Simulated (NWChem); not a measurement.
# One shape, several levels: GeH2 (SMILES [GeH2])

We compute a comparison of 6 runs (HF/6-31G*, HF/def2-SVP, B2PLYP/STO-3G, B3LYP/6-31G*, B3LYP/6-31G**, PBE0/def2-SVP) of GeH2. 

The calculation is run with NWChem 7.3.0.

1 further run of the same task is left out (it didn't finish).

### 1 The system as given

The species is GeH2 (3 atoms), meant as a singlet with charge 0. SMILES: `[GeH2]`. The coordinates come from a PBE0-D4/def2-TZVP relaxation.

Bond lengths: Ge1–H2 1.595 Å, Ge1–H3 1.594 Å. Angles: H2–Ge1–H3 90.6°.

### 2 Energy and forces at HF/6-31G(d) (spherical functions) (run 1)

Input file geh2.nw:

```
start geh2
title "GeH2"
memory 2200 mb
geometry units angstrom noautosym nocenter noautoz
   Ge      -0.570100       0.405100      -0.263700
   H        0.783000       0.743600       0.509000
   H       -0.212900      -1.148700      -0.245300
end
basis spherical bse
   * library 6-31G*
end
scf
   thresh 1e-08
   maxiter 80
   print low
end
task scf gradient
```

Run with:

```
$ nwchem geh2.nw > geh2.out
```

The program printed:

```text
[...]
  functions       =    36
[...]
  wavefunction    = RHF
[...]
         Total SCF energy =  -2076.183226366694
      One-electron energy =  -2937.966162228378
      Two-electron energy =    840.309232278208
 Nuclear repulsion energy =     21.473703583477
        Time for solution =      3.5s
[...]
                         RHF ENERGY GRADIENTS
    atom               coordinates                        gradient
                 x          y          z           x          y          z
   1 Ge     -1.077333   0.765528  -0.498321   -0.003876   0.002732  -0.001795
   2 H       1.479655   1.405200   0.961871    0.001891  -0.001475   0.000860
   3 H      -0.402323  -2.170728  -0.463550    0.001985  -0.001258   0.000936
 Task  times  cpu:        4.1s     wall:        4.1s
 Total times  cpu:        4.2s     wall:        4.2s
```

It took 4.8 s on 1 thread of Intel Xeon Platinum 8488C (Sapphire Rapids), shared host; peak memory 0.098 GiB.

### 3 Energy and gradient at HF/def2-SVP (run 2)

Input file run.py:

```python
from ase import Atoms
from ase.calculators.nwchem import NWChem

molecule = Atoms('GeHH', positions=[
    [-0.570100, 0.405100, -0.263700],
    [0.783000, 0.743600, 0.509000],
    [-0.212900, -1.148700, -0.245300],
])

calc = NWChem(
    label='run',
    theory='scf',
    memory='2200 mb',
    basis='def2-SVP',
    basispar='spherical bse',
    scf={'nopen': '0', 'rhf': None, 'thresh': '1e-08', 'maxiter': '80'},
)
molecule.calc = calc

forces = molecule.get_forces()
print("Total energy (eV):", round(molecule.get_potential_energy(), 6))
print("forces (eV/A):")
for s, f in zip(molecule.symbols, forces):
    print(f"{s:2s} {f[0]:10.5f} {f[1]:10.5f} {f[2]:10.5f}")
print("dipole (e A):", molecule.get_dipole_moment().round(4))
```

Run with:

```
$ export ASE_NWCHEM_COMMAND="nwchem PREFIX.nwi > PREFIX.nwo"
$ python run.py
```

The program printed:

```text
Total energy (eV): -56496.593517
forces (eV/A):
Ge    0.32190   -0.22765    0.14902
H    -0.17957    0.07940   -0.08850
H    -0.14234    0.14825   -0.06052
dipole (e A): [ 0.0061 -0.0044  0.0028]
```

The calculator wrote run.nwi:

```
title "run"

permanent_dir run

scratch_dir run

start run

geometry units angstrom nocenter noautosym noautoz
  Ge -5.7010000000000005e-01 4.0510000000000002e-01 -2.6369999999999999e-01
  H  7.8300000000000003e-01 7.4360000000000004e-01 5.0900000000000001e-01
  H  -2.1290000000000001e-01 -1.1487000000000001e+00 -2.4529999999999999e-01
end

memory 2200 mb

basis spherical bse noprint
   * library def2-SVP
end

scf
  nopen 0
  rhf
  thresh 1e-08
  maxiter 80
end

task scf gradient
```

run.nwo:

```text
Northwest Computational Chemistry Package (NWChem) 7.3.0
             --------------------------------------------------------

           Job information
           ---------------

    nwchem branch   = 7.3.0
    use scalapack   = T
    input           = run.nwi
    prefix          = run.
    data base       = run/run.db
    status          = startup
    nproc           =        1

           Memory information
           ------------------

[... 5 lines left out ...]
    hardfail = no
[... 113 lines left out ...]
         Quadratically convergent ROHF
[... 14 lines left out ...]
       Final RHF  results
[... 4 lines left out ...]
      Two-electron energy =    840.993477767853
[... 36 lines left out ...]
                       ROHF Final Molecular Orbital Analysis
[... 206 lines left out ...]
                 ----------------------------------------
                 |  Time  |  1-e(secs)   |  2-e(secs)   |
                 ----------------------------------------
                 |  CPU   |       0.00   |       0.35   |
                 ----------------------------------------
                 |  WALL  |       0.00   |       0.35   |
                 ----------------------------------------

 Task  times  cpu:        4.3s     wall:        4.3s
 Total times  cpu:        4.3s     wall:        4.3s
```

It took 5.7 s on 1 thread of Intel Xeon Platinum 8488C (Sapphire Rapids), shared host; peak memory 0.1 GiB.

Runs 3 to 5 aren't shown in full; the table further down has their settings and results.

### 4 Energy and forces at PBE0/def2-SVP (run 6)

Input file job.nw:

```
start job
memory total 2200 mb

geometry noautosym nocenter noautoz
Ge      -0.570100       0.405100      -0.263700
H        0.783000       0.743600       0.509000
H       -0.212900      -1.148700      -0.245300
end

basis spherical bse
* library def2-SVP
end

dft
xc pbe0
grid xfine
convergence energy 1e-08
maxiter 100
mulliken
end

task dft gradient
```

Run with:

```
$ nwchem job.nw > job.out
```

The program printed:

```text
[...]
          Wavefunction type:  closed shell.
          No. of atoms     :     3
          No. of electrons :    34
[...]
          Charge           :     0
          Spin multiplicity:     1
[...]
          AO basis - number of functions:    42
[...]
              XC Information
              --------------
                         PBE0 Method XC Functional
                     Hartree-Fock (Exact) Exchange  0.250
          PerdewBurkeErnzerhof Exchange Functional  0.750
            Perdew 1991 LDA Correlation Functional  1.000 local
           PerdewBurkeErnz. Correlation Functional  1.000 non-local
[...]
 d= 0,ls=0.0,diis     1  -2077.5997534482 -2.10D+03  1.28D-02  8.44D-02     1.3
[...]
 d= 0,ls=0.0,diis     7  -2077.6134125477 -2.87D-09  4.09D-07  2.64D-11     4.8
         Total DFT energy =    -2077.613412547661
      One electron energy =    -2938.039337382247
           Coulomb energy =      918.417315162216
    Exchange-Corr. energy =      -79.465093911107
 Nuclear repulsion energy =       21.473703583477
[...]
  wavefunction    = closed shell
                         DFT ENERGY GRADIENTS
    atom               coordinates                        gradient
                 x          y          z           x          y          z
   1 Ge     -1.077333   0.765528  -0.498321    0.000625  -0.000465   0.000287
   2 H       1.479655   1.405200   0.961871   -0.000538  -0.000214  -0.000316
   3 H      -0.402323  -2.170728  -0.463550   -0.000087   0.000679   0.000029
[...]
```

Wall time 6.3 s (1 thread of Intel Xeon Platinum 8488C (Sapphire Rapids), shared host); peak memory 0.12 GiB.

### 5 Overview of the runs

```
run                                level      task  iteration cap   energy (Eh)  largest force (eV/Å)  wall time
  1      HF/6-31G* (spherical functions)  gradient             80  -2076.183226                 0.261      4.8 s
  2                          HF/def2-SVP  gradient             80  -2076.211534                 0.421      5.7 s
  3                        B2PLYP/STO-3G    energy            100  -2053.804806                     –      2.2 s
  4   B3LYP/6-31G* (Cartesian functions)  gradient            100  -2077.914998                 0.288        6 s
  5  B3LYP/6-31G** (spherical functions)  gradient            100  -2077.911816                 0.167      6.9 s
  6                        PBE0/def2-SVP  gradient            100  -2077.613413                 0.043      6.3 s
```

### 6 Results

| quantity | value |
| --- | --- |
| run 6: total energy | -2077.61341 Eh |
| run 6: dipole moment | 0.02 D |
| run 6: HOMO energy | -6.86 eV |
| run 6: LUMO energy | -3.02 eV |
| run 6: HOMO–LUMO gap | 3.84 eV |
| run 6: largest force on an atom | 0.043 eV/Å |

**Reading.** Over runs 2, 3, 4, 5, 6 the dipole moment (its size) runs from 0.02 D (PBE0/def2-SVP) to 0.33 D (B2PLYP/STO-3G). The two ends differ in method and basis. A double hybrid's value is that of its SCF part. Over runs 2, 3, 4, 5, 6 the HOMO–LUMO gap runs from 3.41 eV (B3LYP/6-31G**) to 9.38 eV (HF/def2-SVP). Totals of different functionals can't be ranked against each other. In run 3 the basis is minimal, so the values are rough. All runs together took 32 s, the longest 6.9 s.
